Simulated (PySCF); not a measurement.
# CH8AlSSb: the cost of one run

Programs: PySCF 2.14.0, with routines of our own; each step states its level. All values are computed. Atoms count from 0.

## Step 1: The starting structure

12 atoms, charge 0, multiplicity 1; geometry from: GFN2-xTB.

## Step 2: Optimising the geometry at PBE0-D3(BJ)/def2-SVP

The job: settings as JSON, then the geometry in Å.

```
{"job": {"xc": "PBE0", "basis": "def2-SVP", "d3": "d3bj", "grid": 1, "maxiter": 30, "shake": 0.01, "kind": "geom"}, "charge": 0, "multiplicity": 1}
C      2.765130     0.272840     0.271650
S      1.339610     0.869260    -0.774130
Al    -0.008060    -0.789930    -0.228080
Sb    -2.471200     0.385610    -0.395900
H      3.493480    -0.161990    -0.382100
H      2.394480    -0.415880     1.009530
H      3.170410     1.168350     0.762280
H     -0.300290    -1.942020    -1.206270
H     -0.074710    -1.055670     1.333560
H     -3.770410    -0.702290    -0.581550
H     -3.471200     1.627930    -0.985030
H     -3.027550     0.715520     1.167000
```

Command:

```bash
> OMP_NUM_THREADS=1 python heavy_run.py task.json out
```

This one command runs all jobs of the session in turn.

**Question.** How long does this first job take on 1 thread of Arm Neoverse V2, shared host, and how much memory does it need?

About 1.7 min, with a peak of 0.5 GiB.
